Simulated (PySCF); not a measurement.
# One shape, several levels: HfNH3OF2 (SMILES [NH2][Hf]([OH])([F])[F])

Wanted: a comparison of 6 runs (HF/def2-SVP, B3LYP/def2-SVP, PBE0/def2-SVP, r2SCAN/def2-SVP, PBE/def2-TZVP, TPSS/def2-TZVP) of HfNH3OF2. The job is set up through a Python script.

The results are computed with PySCF 2.14.0.

### 1 Starting point

The species is HfNH3OF2 (8 atoms), meant as a singlet with charge 0. As SMILES, `[NH2][Hf]([OH])([F])[F]`. Geometry: a GFN2-xTB relaxation, a rough one for these elements and not checked as a minimum. This is one conformer, not always the lowest.

Bond lengths: N1–Hf2 1.997 Å, Hf2–O3 1.861 Å, Hf2–F4 1.881 Å, Hf2–F5 1.864 Å, N1–H6 1.020 Å, N1–H7 1.023 Å, O3–H8 0.966 Å. Angles: N1–Hf2–O3 114.9°, N1–Hf2–F4 123.8°, N1–Hf2–F5 104.4°, O3–Hf2–F4 95.7°, O3–Hf2–F5 115.2°, F4–Hf2–F5 102.9°, Hf2–N1–H6 127.6°, Hf2–N1–H7 116.4°, Hf2–O3–H8 108.0°, H6–N1–H7 106.4°.

### 2 Energy and forces at HF/def2-SVP (core potential) (run 1)

Input file calc.py:

```python
import pyscf.grad
from pyscf import gto

system = gto.Mole()
system.atom = '''
N   -0.877420   0.185540  -1.334030
Hf   0.299170   0.221780   0.278590
O    0.283290  -1.338200   1.293780
F    2.172570   0.376570   0.205200
F   -0.211310   1.766760   1.188680
H   -1.298820  -0.629570  -1.778940
H   -1.558100   0.945180  -1.417290
H    1.190620  -1.528060   1.564020
'''
system.ecp = {'Hf': 'def2-svp'}
system.verbose = 4
system.max_memory = 1860
system.basis = 'def2-svp'
system.build()

mf = system.RHF()
mf.conv_tol = 1e-10
mf.kernel()
if not mf.converged:
    mf = mf.newton().run(mf.mo_coeff, mf.mo_occ)

e_final = mf.e_tot
print('E = %.10f Eh' % e_final)
grad = mf.Gradients().kernel()
mf.analyze()
```

Launch:

```bash
OMP_NUM_THREADS=1 python calc.py
```

The program printed:

```text
PySCF version 2.14.0

[... 84 lines left out ...]
Two-electron Coulomb Energy =          413.073463893200994
[... 14 lines left out ...]
MO #12  energy= -1.09122264107512  occ= 2
[... 12 lines left out ...]
MO #25  energy= 0.0613587667097555 occ= 0
[... 12 lines left out ...]
MO #38  energy= 0.328986185521085  occ= 0
[... 12 lines left out ...]
MO #51  energy= 1.04866413788728   occ= 0
[... 12 lines left out ...]
MO #64  energy= 1.56204431325045   occ= 0
[... 12 lines left out ...]
MO #77  energy= 2.20508443432909   occ= 0
[... 12 lines left out ...]
MO #90  energy= 3.47113683198495   occ= 0
[... 12 lines left out ...]
MO #103 energy= 707.15075124413    occ= 0
[... 114 lines left out ...]
Dipole moment(X, Y, Z, Debye): -1.23511, -1.51617, -1.31188
```

It took 20 s on 1 thread of Intel Xeon at 2.70GHz, shared host; peak memory 0.23 GiB.

### 3 Energy and forces at B3LYP/def2-SVP (core potential) (run 2)

Input file calc.py:

```python
from pyscf import gto, dft

molecule = gto.M(
    atom='''
N     -1.658083     0.350620    -2.520951
Hf     0.565349     0.419103     0.526459
O      0.535341    -2.528831     2.444890
F      4.105562     0.711614     0.387772
F     -0.399318     3.338693     2.246280
H     -2.454414    -1.189715    -3.361709
H     -2.944382     1.786131    -2.678290
H      2.249946    -2.887615     2.955569
''',
    unit='bohr',
    ecp={'Hf': 'def2-svp'},
    max_memory=1860,
    basis='def2-svp',
    verbose=4,
)

calc0 = dft.RKS(molecule)
calc0.xc = 'b3lyp'
calc0.grids.level = 5
calc0.conv_tol = 1e-10
calc0.kernel()
if not calc0.converged:
    calc0 = calc0.newton().run(calc0.mo_coeff, calc0.mo_occ)

e_tot = calc0.e_tot
print('E(%s) = %.9f' % ('B3LYP', e_tot))
grad = calc0.nuc_grad_method().kernel()
calc0.analyze()
```

Launch:

```bash
OMP_NUM_THREADS=1 python calc.py
```

The program printed:

```text
PySCF version 2.14.0

[... 99 lines left out ...]
Two-electron Coulomb Energy =          413.586521839419447
[... 14 lines left out ...]
MO #12  energy= -0.812863015869578 occ= 2
[... 12 lines left out ...]
MO #25  energy= -0.0387934761960125 occ= 0
[... 12 lines left out ...]
MO #38  energy= 0.203983227676436  occ= 0
[... 12 lines left out ...]
MO #51  energy= 0.824475119788702  occ= 0
[... 12 lines left out ...]
MO #64  energy= 1.26130514848705   occ= 0
[... 12 lines left out ...]
MO #77  energy= 1.88975606430254   occ= 0
[... 12 lines left out ...]
MO #90  energy= 3.07834111256584   occ= 0
[... 12 lines left out ...]
MO #103 energy= 705.861364720154   occ= 0
[... 114 lines left out ...]
Dipole moment(X, Y, Z, Debye): -1.10847, -1.43411, -1.11073
```

Wall time 50 s (1 thread of Intel Xeon at 2.70GHz, shared host); peak memory 1 GiB.

Runs 3 to 5 aren't shown in full; the table further down has their settings and results.

### 4 Energy and gradient at TPSS/def2-TZVP (core potential) (run 6)

Input file run.py:

```python
import pyscf.grad
from pyscf import gto, dft

mol = gto.M(
    atom=[
    ('N', (-0.877420, 0.185540, -1.334030)),
    ('Hf', (0.299170, 0.221780, 0.278590)),
    ('O', (0.283290, -1.338200, 1.293780)),
    ('F', (2.172570, 0.376570, 0.205200)),
    ('F', (-0.211310, 1.766760, 1.188680)),
    ('H', (-1.298820, -0.629570, -1.778940)),
    ('H', (-1.558100, 0.945180, -1.417290)),
    ('H', (1.190620, -1.528060, 1.564020)),
],
    max_memory=1860,
    verbose=4,
    charge=0,
    spin=0,
    ecp={'Hf': 'def2-svp'},
    basis='def2-tzvp',
)

mf = dft.RKS(mol)
mf.xc = 'tpss'
mf.conv_tol = 1e-10
mf.grids.level = 5
mf.kernel()
if not mf.converged:
    mf = mf.newton().run(mf.mo_coeff, mf.mo_occ)

energy = mf.e_tot
print('E = %.10f Eh' % energy)
grad = mf.Gradients().kernel()
mf.analyze()
```

Launch:

```bash
OMP_NUM_THREADS=1 python run.py
```

The program printed:

```text
PySCF version 2.14.0

[... 111 lines left out ...]
MO #6   energy= -1.28101500796474  occ= 2
[... 21 lines left out ...]
MO #28  energy= 0.00635199414414443 occ= 0
[... 21 lines left out ...]
MO #50  energy= 0.503896526932273  occ= 0
[... 21 lines left out ...]
MO #72  energy= 1.01373454763535   occ= 0
[... 21 lines left out ...]
MO #94  energy= 1.99141295319046   occ= 0
[... 21 lines left out ...]
MO #116 energy= 3.19898777640628   occ= 0
[... 21 lines left out ...]
MO #138 energy= 5.14863865516297   occ= 0
[... 21 lines left out ...]
MO #160 energy= 6.89003832168345   occ= 0
[... 21 lines left out ...]
MO #182 energy= 742.759525032211   occ= 0
[... 193 lines left out ...]
Dipole moment(X, Y, Z, Debye): -0.98706, -1.29441, -0.96734
```

Wall time 4 min (1 thread of Intel Xeon at 2.70GHz, shared host); peak memory 2.6 GiB.

### 5 All runs side by side

| run | level | integration grid | energy (Eh) | dipole moment (D) | HOMO energy (eV) | LUMO energy (eV) | wall time |
| --- | --- | --- | --- | --- | --- | --- | --- |
| 1 | HF/def2-SVP (core potential) | – | -377.395664 | 2.35 | -11.39 | 1.67 | 20 s |
| 2 | B3LYP/def2-SVP (core potential) | 5 | -379.497908 | 2.13 | -7.41 | -1.06 | 50 s |
| 3 | PBE0/def2-SVP (core potential) | 5 | -379.132905 | 2.16 | -7.69 | -0.73 | 59 s |
| 4 | r2SCAN/def2-SVP (core potential) | 5 | -379.354518 | 2.10 | -6.52 | -1.04 | 70 s |
| 5 | PBE/def2-TZVP (core potential) | 5 | -379.588194 | 1.91 | -6.35 | -1.59 | 2.5 min |
| 6 | TPSS/def2-TZVP (core potential) | 5 | -379.931917 | 1.89 | -6.40 | -1.35 | 4 min |

### 6 Summary of results

```
                       quantity          value
            run 6: total energy  -379.93192 Eh
           run 6: dipole moment         1.89 D
             run 6: HOMO energy       -6.40 eV
             run 6: LUMO energy       -1.35 eV
           run 6: HOMO–LUMO gap        5.05 eV
run 6: largest force on an atom     3.036 eV/Å
```

In words: The dipole moment (its size) runs from 1.89 D (TPSS/def2-TZVP) to 2.35 D (HF/def2-SVP). The two ends differ in method and basis. The HOMO–LUMO gap runs from 4.76 eV (PBE/def2-TZVP) to 13.06 eV (HF/def2-SVP). Totals of different functionals can't be ranked against each other. All runs together took 9.8 min, the longest 4 min.
